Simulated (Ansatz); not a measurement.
**C2H4AlFO: shift of H9 from C4 to Al2**

Aim: the minimum-energy path and barrier of the shift of H9 from C4 to Al2. The ends are relaxed first, then joined by a nudged elastic band. SMILES of the start: [CH3][Al]1[O][CH]1F.

Method: RKS r2SCAN/def2-SVP, in Ansatz 0.2.0.

## Step 1: Starting point

Bond lengths: C1–Al2 1.965 Å, Al2–O3 1.835 Å, Al2–C4 1.943 Å, O3–C4 1.324 Å, C4–F5 1.376 Å, C1–H6 1.171 Å, C1–H7 1.131 Å, C1–H8 1.051 Å, C4–H9 1.169 Å. Angles (14 of 16 angles, heavy atoms first): C1–Al2–O3 150.5°, C1–Al2–C4 141.8°, O3–Al2–C4 40.9°, Al2–O3–C4 73.9°, Al2–C4–O3 65.2°, Al2–C4–F5 113.9°, O3–C4–F5 114.2°, Al2–C1–H6 107.9°, Al2–C1–H7 109.2°, Al2–C1–H8 112.5°, Al2–C4–H9 121.5°, O3–C4–H9 115.7°, F5–C4–H9 116.2°, H6–C1–H7 105.2°.

As a file:

```xyz
9

C    -0.6965   -1.0334   -1.3127
Al    0.2882   -0.4943    0.2999
O     1.7121    0.3465    1.0960
C     0.6392    1.0453    1.4317
F     0.5256    2.2534    0.7821
H    -1.8091   -0.6923   -1.1847
H    -0.3070   -0.4480   -2.1992
H    -0.6305   -2.0654   -1.4982
H     0.3664    1.0419    2.5680
```

## Step 2: End point A

File input.yaml:

```yaml
crystal:
  periodic: [false, false, false]
  atoms:
    - { symbol: C, position_ang: [-0.6965, -1.0334, -1.3127] }
    - { symbol: Al, position_ang: [0.2882, -0.4943, 0.2999] }
    - { symbol: O, position_ang: [1.7121, 0.3465, 1.096] }
    - { symbol: C, position_ang: [0.6392, 1.0453, 1.4317] }
    - { symbol: F, position_ang: [0.5256, 2.2534, 0.7821] }
    - { symbol: H, position_ang: [-1.8091, -0.6923, -1.1847] }
    - { symbol: H, position_ang: [-0.307, -0.448, -2.1992] }
    - { symbol: H, position_ang: [-0.6305, -2.0654, -1.4982] }
    - { symbol: H, position_ang: [0.3664, 1.0419, 2.568] }
basis:
  gaussian: { orbitals: def2-SVP }
hamiltonian:
  xc: r2scan
relax:
  f_tol: 0.02
  max_steps: 50
```

Launch:

```
$ ansatz run input.yaml --threads 2 --pin off --max-ram 3072MiB --backend cpu --events-out ev --progress --plain --runs-dir out
```

Standard output, cut to the lines that bear on the results:

```text
Warning: RAYON_NUM_THREADS=2 ignored (pool sized by the plan → 2); use --threads N
[...]
Functional definition: r2SCAN
[...]
1032 factors; their error is unknown
[...]
mean field -13486.88573088 eV, -495.6339088705 hartree, gradient 1.4e-5 eV, S^2 0.000000; 1 other end points of the search recorded, 0 dependent functions left out
[...]
reference -13486.88574189 eV, -495.6339092749 hartree; 23, 23 occupied and 71, 71 virtual orbitals, 1032 factors
relax step   1: F+E_penalty+E_count = -13486.88573088 eV  Δ(F+E_penalty+E_count) = +0.000e0 eV  max|allowed force component| = 3.860e0 eV/Å  Δτ_max = 0.0000 Å  (47 SCF iters, accepted)
[...]
Atom 1 at    -0.085197     0.004201     0.112318 Å, force    -0.014593     0.000914    -0.002917 eV/Å
Atom 2 at     1.502689     0.363189     0.755078 Å, force     0.001003     0.016844     0.013735 eV/Å
Atom 3 at     0.582113     1.105833     1.537669 Å, force     0.005983    -0.019283    -0.012381 eV/Å
Atom 4 at     0.741159     2.462430     1.369992 Å, force     0.004272    -0.004123    -0.000446 eV/Å
Atom 5 at    -1.820574    -0.938138    -1.541249 Å, force    -0.001660    -0.000831    -0.001845 eV/Å
Atom 6 at    -0.214383    -0.771840    -2.304123 Å, force     0.000563     0.001592    -0.001953 eV/Å
Atom 7 at    -0.534261    -2.119922    -1.191492 Å, force     0.000970    -0.006369    -0.000569 eV/Å
Atom 8 at     0.655740     0.899750     2.620194 Å, force     0.001610     0.006308     0.002315 eV/Å
Dipole moment:    -0.536961    -0.523288    -0.330042 e Å
```

Wall time 29 s (2 threads of Arm Neoverse V1, shared host); peak memory 0.17 GiB.

Relaxation path:

| step | energy from step 1 (eV) | largest force component (eV/Å) |
| --- | --- | --- |
| 1 | 0.0000 | 3.8599 |
| 2 | -0.6913 | 1.8242 |
| 3 | -0.9027 | 0.7548 |
| 4 | -0.9806 | 0.4983 |
| 5x | -0.9643 | 0.7562 |
| 6 | -1.0124 | 0.1216 |
| 7 | -1.0210 | 0.1206 |
| 8 | -1.0223 | 0.0715 |
| 9 | -1.0225 | 0.0193 |

Step 1 is the start. 1 step was tried and not accepted (marked x).

After: Bond lengths: C1–Al2 1.938 Å, Al2–O3 1.750 Å, Al2–C4 1.921 Å, O3–C4 1.418 Å, C4–F5 1.376 Å, C1–H6 1.100 Å, C1–H7 1.103 Å, C1–H8 1.103 Å, C4–H9 1.104 Å. Angles (14 of 16 angles, heavy atoms first): C1–Al2–O3 134.4°, C1–Al2–C4 177.7°, O3–Al2–C4 45.2°, Al2–O3–C4 73.8°, Al2–C4–O3 61.0°, Al2–C4–F5 121.0°, O3–C4–F5 112.0°, Al2–C1–H6 113.0°, Al2–C1–H7 110.3°, Al2–C1–H8 109.7°, Al2–C4–H9 130.0°, O3–C4–H9 113.6°, F5–C4–H9 107.2°, H6–C1–H7 108.3°.

## Step 3: Relaxing end B

The second end starts from a geometry with the move made by hand.

Edit input.yaml of step 2 so:

```diff
@@ -11,3 +11,3 @@
     - { symbol: H, position_ang: [-0.6305, -2.0654, -1.4982] }
-    - { symbol: H, position_ang: [0.3664, 1.0419, 2.568] }
+    - { symbol: H, position_ang: [-0.51681, -1.71965, 0.77115] }
 basis:
```

Launch:

```
$ ansatz run input.yaml --threads 2 --pin off --max-ram 3072MiB --backend cpu --events-out ev --progress --plain --runs-dir out
```

Standard output:

```text
Warning: RAYON_NUM_THREADS=2 ignored (pool sized by the plan → 2); use --threads N
The last accepted step is kept in <dir> (removed where the run ends without a failure and the disk answers)
Engine: ansatz 0.2.0, aarch64-unknown-linux-gnu
[... 1 set-up line as earlier in the session ...]
  parameter k0 = 0.174
  parameter k1 = 0.065
  parameter a1 = 4.9479
  exchange = r2scan_x(k0 = k0, k1 = k1, a1 = a1)
  correlation = r2scan_c
1032 factors; their error is unknown
mean field evaluation 1: about -13475.7823 eV, gradient 6.4e1 eV
mean field evaluation 2: about -13433.8390 eV, gradient 1.2e2 eV
mean field evaluation 4: about -13485.2140 eV, gradient 7.0e0 eV
mean field evaluation 8: about -13485.3814 eV, gradient 4.4e-1 eV
mean field evaluation 16: about -13485.3316 eV, gradient 1.2e-4 eV
mean field -13485.33162495 eV, -495.5767965307 hartree, gradient 1.4e-5 eV, S^2 0.000000; 1 other end points of the search recorded, 0 dependent functions left out
the calculation of the forces begins
reference -13485.33163542 eV, -495.5767969157 hartree; 23, 23 occupied and 71, 71 virtual orbitals, 1032 factors
relax step   1: F+E_penalty+E_count = -13485.33162495 eV  Δ(F+E_penalty+E_count) = +0.000e0 eV  max|allowed force component| = 5.031e0 eV/Å  Δτ_max = 0.0000 Å  (50 SCF iters, accepted)
these checks for a lower state are left out or cut short: starts, cluster_reference, orbital_swaps, neighbouring_geometries, increment
1032 factors; their error is unknown
mean field -13486.71879075 eV, -495.6277739336 hartree, gradient 2.0e-5 eV, S^2 0.000000; 0 other end points of the search recorded, 0 dependent functions left out
the calculation of the forces begins
reference -13486.71880121 eV, -495.6277743182 hartree; 23, 23 occupied and 71, 71 virtual orbitals, 1032 factors
relax step   2: F+E_penalty+E_count = -13486.71879075 eV  Δ(F+E_penalty+E_count) = -1.387e0 eV  max|allowed force component| = 2.126e0 eV/Å  Δτ_max = 0.1982 Å  (36 SCF iters, accepted)
these checks for a lower state are left out or cut short: starts, cluster_reference, orbital_swaps, neighbouring_geometries, increment
1032 factors; their error is unknown
mean field evaluation 32: about -13487.0013 eV, gradient 1.4e1 eV
mean field -13487.58460037 eV, -495.6595918503 hartree, gradient 2.3e-5 eV, S^2 0.000000; 0 other end points of the search recorded, 0 dependent functions left out
the calculation of the forces begins
reference -13487.58461077 eV, -495.6595922325 hartree; 23, 23 occupied and 71, 71 virtual orbitals, 1032 factors
relax step   3: F+E_penalty+E_count = -13487.58460037 eV  Δ(F+E_penalty+E_count) = -8.658e-1 eV  max|allowed force component| = 1.821e0 eV/Å  Δτ_max = 0.1949 Å  (37 SCF iters, accepted)
these checks for a lower state are left out or cut short: starts, cluster_reference, orbital_swaps, neighbouring_geometries, increment
1032 factors; their error is unknown
mean field -13488.10306666 eV, -495.6786451352 hartree, gradient 2.2e-5 eV, S^2 0.000000; 0 other end points of the search recorded, 0 dependent functions left out
the calculation of the forces begins
reference -13488.10307706 eV, -495.6786455174 hartree; 23, 23 occupied and 71, 71 virtual orbitals, 1032 factors
relax step   4: F+E_penalty+E_count = -13488.10306666 eV  Δ(F+E_penalty+E_count) = -5.185e-1 eV  max|allowed force component| = 1.092e0 eV/Å  Δτ_max = 0.1955 Å  (35 SCF iters, accepted)
these checks for a lower state are left out or cut short: starts, cluster_reference, orbital_swaps, neighbouring_geometries, increment
1032 factors; their error is unknown
mean field -13488.29385226 eV, -495.6856563768 hartree, gradient 2.1e-5 eV, S^2 0.000000; 0 other end points of the search recorded, 0 dependent functions left out
the calculation of the forces begins
reference -13488.29386262 eV, -495.6856567573 hartree; 23, 23 occupied and 71, 71 virtual orbitals, 1032 factors
relax step   5: F+E_penalty+E_count = -13488.29385226 eV  Δ(F+E_penalty+E_count) = -1.908e-1 eV  max|allowed force component| = 1.620e0 eV/Å  Δτ_max = 0.1924 Å  (35 SCF iters, accepted)
these checks for a lower state are left out or cut short: starts, cluster_reference, orbital_swaps, neighbouring_geometries, increment
1032 factors; their error is unknown
mean field -13488.42720127 eV, -495.6905568624 hartree, gradient 1.9e-5 eV, S^2 0.000000; 0 other end points of the search recorded, 0 dependent functions left out
the calculation of the forces begins
reference -13488.42721161 eV, -495.6905572422 hartree; 23, 23 occupied and 71, 71 virtual orbitals, 1032 factors
relax step   6: F+E_penalty+E_count = -13488.42720127 eV  Δ(F+E_penalty+E_count) = -1.333e-1 eV  max|allowed force component| = 9.332e-1 eV/Å  Δτ_max = 0.1994 Å  (35 SCF iters, accepted)
these checks for a lower state are left out or cut short: starts, cluster_reference, orbital_swaps, neighbouring_geometries, increment
1032 factors; their error is unknown
mean field evaluation 64: about -13488.3666 eV, gradient 7.0e0 eV
mean field -13488.48624909 eV, -495.6927268297 hartree, gradient 8.9e-6 eV, S^2 0.000000; 0 other end points of the search recorded, 0 dependent functions left out
the calculation of the forces begins
reference -13488.48625945 eV, -495.6927272103 hartree; 23, 23 occupied and 71, 71 virtual orbitals, 1032 factors
relax step   7: F+E_penalty+E_count = -13488.48624909 eV  Δ(F+E_penalty+E_count) = -5.905e-2 eV  max|allowed force component| = 6.775e-1 eV/Å  Δτ_max = 0.1145 Å  (31 SCF iters, accepted)
these checks for a lower state are left out or cut short: starts, cluster_reference, orbital_swaps, neighbouring_geometries, increment
1032 factors; their error is unknown
mean field -13488.48371444 eV, -495.6926336829 hartree, gradient 9.4e-6 eV, S^2 0.000000; 0 other end points of the search recorded, 0 dependent functions left out
the calculation of the forces begins
reference -13488.48372478 eV, -495.6926340630 hartree; 23, 23 occupied and 71, 71 virtual orbitals, 1032 factors
relax step   8: F+E_penalty+E_count = -13488.48371444 eV  Δ(F+E_penalty+E_count) = +2.535e-3 eV  max|allowed force component| = 6.400e-1 eV/Å  Δτ_max = 0.0963 Å  (30 SCF iters, rejected (line search))
these checks for a lower state are left out or cut short: starts, cluster_reference, orbital_swaps, neighbouring_geometries, increment
1032 factors; their error is unknown
mean field -13488.50127220 eV, -495.6932789189 hartree, gradient 7.5e-6 eV, S^2 0.000000; 0 other end points of the search recorded, 0 dependent functions left out
the calculation of the forces begins
reference -13488.50128252 eV, -495.6932792981 hartree; 23, 23 occupied and 71, 71 virtual orbitals, 1032 factors
relax step   9: F+E_penalty+E_count = -13488.50127220 eV  Δ(F+E_penalty+E_count) = -1.502e-2 eV  max|allowed force component| = 1.316e-1 eV/Å  Δτ_max = 0.0467 Å  (30 SCF iters, accepted)
these checks for a lower state are left out or cut short: starts, cluster_reference, orbital_swaps, neighbouring_geometries, increment
1032 factors; their error is unknown
mean field -13488.50165364 eV, -495.6932929366 hartree, gradient 1.6e-5 eV, S^2 0.000000; 0 other end points of the search recorded, 0 dependent functions left out
the calculation of the forces begins
reference -13488.50166396 eV, -495.6932933156 hartree; 23, 23 occupied and 71, 71 virtual orbitals, 1032 factors
relax step  10: F+E_penalty+E_count = -13488.50165364 eV  Δ(F+E_penalty+E_count) = -3.814e-4 eV  max|allowed force component| = 2.598e-1 eV/Å  Δτ_max = 0.0078 Å  (31 SCF iters, accepted)
these checks for a lower state are left out or cut short: starts, cluster_reference, orbital_swaps, neighbouring_geometries, increment
1032 factors; their error is unknown
mean field evaluation 96: about -13488.5026 eV, gradient 6.2e-4 eV
mean field -13488.50260371 eV, -495.6933278507 hartree, gradient 1.6e-5 eV, S^2 0.000000; 0 other end points of the search recorded, 0 dependent functions left out
the calculation of the forces begins
reference -13488.50261401 eV, -495.6933282293 hartree; 23, 23 occupied and 71, 71 virtual orbitals, 1032 factors
relax step  11: F+E_penalty+E_count = -13488.50260371 eV  Δ(F+E_penalty+E_count) = -9.501e-4 eV  max|allowed force component| = 7.497e-2 eV/Å  Δτ_max = 0.0201 Å  (30 SCF iters, accepted)
these checks for a lower state are left out or cut short: starts, cluster_reference, orbital_swaps, neighbouring_geometries, increment
1032 factors; their error is unknown
mean field -13488.50320022 eV, -495.6933497723 hartree, gradient 1.7e-5 eV, S^2 0.000000; 0 other end points of the search recorded, 0 dependent functions left out
the calculation of the forces begins
reference -13488.50321052 eV, -495.6933501506 hartree; 23, 23 occupied and 71, 71 virtual orbitals, 1032 factors
relax step  12: F+E_penalty+E_count = -13488.50320022 eV  Δ(F+E_penalty+E_count) = -5.965e-4 eV  max|allowed force component| = 2.527e-2 eV/Å  Δτ_max = 0.0332 Å  (30 SCF iters, accepted)
these checks for a lower state are left out or cut short: starts, cluster_reference, orbital_swaps, neighbouring_geometries, increment
1032 factors; their error is unknown
mean field -13488.50359467 eV, -495.6933642681 hartree, gradient 1.6e-5 eV, S^2 0.000000; 0 other end points of the search recorded, 0 dependent functions left out
the calculation of the forces begins
reference -13488.50360498 eV, -495.6933646469 hartree; 23, 23 occupied and 71, 71 virtual orbitals, 1032 factors
relax step  13: F+E_penalty+E_count = -13488.50359467 eV  Δ(F+E_penalty+E_count) = -3.945e-4 eV  max|allowed force component| = 2.011e-2 eV/Å  Δτ_max = 0.0206 Å  (30 SCF iters, accepted)
these checks for a lower state are left out or cut short: starts, cluster_reference, orbital_swaps, neighbouring_geometries, increment
1032 factors; their error is unknown
mean field -13488.50379865 eV, -495.6933717642 hartree, gradient 1.6e-5 eV, S^2 0.000000; 0 other end points of the search recorded, 0 dependent functions left out
the calculation of the forces begins
reference -13488.50380897 eV, -495.6933721433 hartree; 23, 23 occupied and 71, 71 virtual orbitals, 1032 factors
relax step  14: F+E_penalty+E_count = -13488.50379865 eV  Δ(F+E_penalty+E_count) = -2.040e-4 eV  max|allowed force component| = 1.726e-2 eV/Å  Δτ_max = 0.0237 Å  (30 SCF iters, accepted)
these checks for a lower state are left out or cut short: starts, cluster_reference, orbital_swaps, neighbouring_geometries, increment
1032 factors; their error is unknown
mean field -13488.50390477 eV, -495.6933756639 hartree, gradient 1.6e-5 eV, S^2 0.000000; 0 other end points of the search recorded, 0 dependent functions left out
the calculation of the forces begins
reference -13488.50391509 eV, -495.6933760432 hartree; 23, 23 occupied and 71, 71 virtual orbitals, 1032 factors
relax step  15: F+E_penalty+E_count = -13488.50390477 eV  Δ(F+E_penalty+E_count) = -1.061e-4 eV  max|allowed force component| = 2.997e-2 eV/Å  Δτ_max = 0.0291 Å  (30 SCF iters, accepted)
these checks for a lower state are left out or cut short: starts, cluster_reference, orbital_swaps, neighbouring_geometries, increment
1032 factors; their error is unknown
mean field evaluation 128: about -13488.5492 eV, gradient 4.2e-4 eV
mean field -13488.50395740 eV, -495.6933775979 hartree, gradient 1.6e-5 eV, S^2 0.000000; 0 other end points of the search recorded, 0 dependent functions left out
the calculation of the forces begins
reference -13488.50396772 eV, -495.6933779772 hartree; 23, 23 occupied and 71, 71 virtual orbitals, 1032 factors
relax step  16: F+E_penalty+E_count = -13488.50395740 eV  Δ(F+E_penalty+E_count) = -5.263e-5 eV  max|allowed force component| = 2.222e-2 eV/Å  Δτ_max = 0.0078 Å  (31 SCF iters, accepted)
these checks for a lower state are left out or cut short: starts, cluster_reference, orbital_swaps, neighbouring_geometries, increment
1032 factors; their error is unknown
mean field -13488.50400963 eV, -495.6933795176 hartree, gradient 1.6e-5 eV, S^2 0.000000; 0 other end points of the search recorded, 0 dependent functions left out
the calculation of the forces begins
reference -13488.50401995 eV, -495.6933798969 hartree; 23, 23 occupied and 71, 71 virtual orbitals, 1032 factors
relax step  17: F+E_penalty+E_count = -13488.50400963 eV  Δ(F+E_penalty+E_count) = -5.224e-5 eV  max|allowed force component| = 8.286e-3 eV/Å  Δτ_max = 0.0154 Å  (31 SCF iters, accepted)
1032 factors; their error is unknown
mean field evaluation 160: about -13488.5040 eV, gradient 2.0e-5 eV
mean field -13488.50400963 eV, -495.6933795176 hartree, gradient 1.6e-5 eV, S^2 0.000000; 1 other end points of the search recorded, 0 dependent functions left out
the calculation of the forces begins
reference -13488.50401995 eV, -495.6933798969 hartree; 23, 23 occupied and 71, 71 virtual orbitals, 1032 factors
Total energy: -13488.50401995 eV, -495.6933798969 hartree
Atom 0 at    -0.720604    -0.968238    -1.402888 Å, force    -0.002574     0.002027    -0.003428 eV/Å
Atom 1 at    -0.158400    -0.705924     0.439560 Å, force     0.001952     0.000356    -0.003349 eV/Å
Atom 2 at     1.562546     0.335375     0.629198 Å, force    -0.008286    -0.002252     0.001908 eV/Å
Atom 3 at     0.590296     1.042352     0.932363 Å, force     0.001743    -0.005423     0.002548 eV/Å
Atom 4 at     0.837043     2.281514     1.303908 Å, force     0.001140     0.002255    -0.001852 eV/Å
Atom 5 at    -1.819745    -0.919960    -1.496861 Å, force     0.001886     0.000515     0.000893 eV/Å
Atom 6 at    -0.301771    -0.208836    -2.083279 Å, force    -0.001134    -0.000885     0.000468 eV/Å
Atom 7 at    -0.419642    -1.959509    -1.783270 Å, force     0.002230     0.000687     0.003652 eV/Å
Atom 8 at    -0.364532    -1.704625     1.647319 Å, force     0.003043     0.002721    -0.000839 eV/Å
Dipole moment:    -0.188477    -0.046696    -0.155345 e Å
```

It took 53 s on 2 threads of Arm Neoverse V1, shared host; peak memory 0.17 GiB.

The steps of the relaxation:

| step | energy from step 1 (eV) | largest force component (eV/Å) |
| --- | --- | --- |
| 1 | 0.0000 | 5.0305 |
| 2 | -1.3872 | 2.1259 |
| 3 | -2.2530 | 1.8209 |
| 4 | -2.7714 | 1.0916 |
| 5 | -2.9622 | 1.6197 |
| 6 | -3.0956 | 0.9332 |
| 7 | -3.1546 | 0.6775 |
| 8x | -3.1521 | 0.6400 |
| 9 | -3.1696 | 0.1316 |
| 10 | -3.1700 | 0.2598 |
| 11 | -3.1710 | 0.0750 |
| 12 | -3.1716 | 0.0253 |
| 13 | -3.1720 | 0.0201 |
| 14 | -3.1722 | 0.0173 |
| 15 | -3.1723 | 0.0300 |
| 16 | -3.1723 | 0.0222 |
| 17 | -3.1724 | 0.0083 |

Step 1 is the start. 1 step was tried and not accepted (marked x).

After: Bond lengths: C1–Al2 1.944 Å, Al2–O3 2.020 Å, Al2–C4 1.965 Å, O3–C4 1.240 Å, C4–F5 1.317 Å, C1–H6 1.104 Å, C1–H7 1.102 Å, C1–H8 1.104 Å, Al2–H9 1.581 Å. Angles (14 of 16 angles, heavy atoms first): C1–Al2–O3 113.9°, C1–Al2–C4 117.9°, O3–Al2–C4 36.2°, Al2–O3–C4 69.4°, Al2–C4–O3 74.3°, Al2–C4–F5 168.4°, O3–C4–F5 117.3°, C1–Al2–H9 127.0°, O3–Al2–H9 111.4°, C4–Al2–H9 114.9°, Al2–C1–H6 111.3°, Al2–C1–H7 112.5°, Al2–C1–H8 111.7°, H6–C1–H7 107.2°.

(Part 1 of 3 ends here.)
